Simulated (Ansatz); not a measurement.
# LiCd3, space group Fm-3m: a frozen displacement of one atom

With the Ansatz DFT code, driven from Python.

Interactive session:
```pycon
>>> import ansatz
>>> import numpy as np
>>> lattice = ansatz.Lattice.of(
...     [0.0, 3.39671, 3.39671],
...     [3.39671, 0.0, 3.39671],
...     [3.39671, 3.39671, 0.0],
... )
>>> sites = [
...     ("Li", [0.0, 0.0, 0.0]),
...     ("Cd", [0.25, 0.25, 0.25]),
...     ("Cd", [0.75, 0.75, 0.75]),
...     ("Cd", [0.5, 0.5, 0.5]),
... ]
>>> licd3 = ansatz.Crystal(lattice=lattice)
>>> for symbol, position in sites:
...     licd3 = licd3.atom(symbol, position)
...
>>> inverse = np.linalg.inv(np.array(licd3.lattice.vectors))
>>> home = np.array(licd3.sites[0].position)
>>> values = np.linspace(-0.05, 0.05, 5)
>>> energies, pulls = [], []
>>> for shift in values:
...     moved = licd3.move(0, to=home + shift * inverse[0])
...     job = (
...         moved.calculation()
...         .kpoints(6, center="gamma")
...         .functional("pbesol")
...         .occupations("fermi_dirac", width=150 * ansatz.meV)  # fractional filling near the Fermi level
...         .basis(420)
...         .forces()
...     )
...     summary = job.run(threads=1, backend="cpu").report
...     energies.append(summary["free_energy_ev"])
...     pulls.append(summary["forces_ev_ang"][0][0])
...

>>> # the force is minus the slope of the free energy
>>> print("shift (A)   dE (eV)   force along x (eV/A)")
shift (A)   dE (eV)   force along x (eV/A)
>>> for shift, e, f in zip(values, energies, pulls):
...     print(f"{shift:8.3f} {e - energies[2]:10.5f} {f:12.4f}")
...
  -0.050    0.00195       0.0781
  -0.025    0.00049       0.0390
   0.000    0.00000      -0.0000
   0.025    0.00049      -0.0390
   0.050    0.00195      -0.0781
>>> print(f"stiffness from energies {2 * np.polyfit(values, energies, 2)[0]:.3f}, from forces {-np.polyfit(values, pulls, 1)[0]:.3f} eV/A^2")
stiffness from energies 1.562, from forces 1.562 eV/A^2
```

The curvature of the energy gives 1.562 eV/Å² and the slope of the force 1.562 eV/Å², a positive curvature.

For a metal this k-point mesh is coarse: on a finer one energies can move by several to tens of meV an atom and pressures by half a GPa or more, differences at one mesh by less. In a metal a curvature from energy changes of a few meV or less hangs on mesh and smearing, in size and even in sign. The structure comes from a database of computed cells and needn't be a stable or known phase. All periodic images of the atom move with it, so the curvature is one diagonal element of the zone-centre force constants and no normal mode; a positive value doesn't exclude soft modes in which several atoms move. It ran for 32 s on 1 thread of Arm Neoverse V1 (shared host), peak memory 0.43 GiB.

(Lines on the test bed's own set-up are left out of the output.)
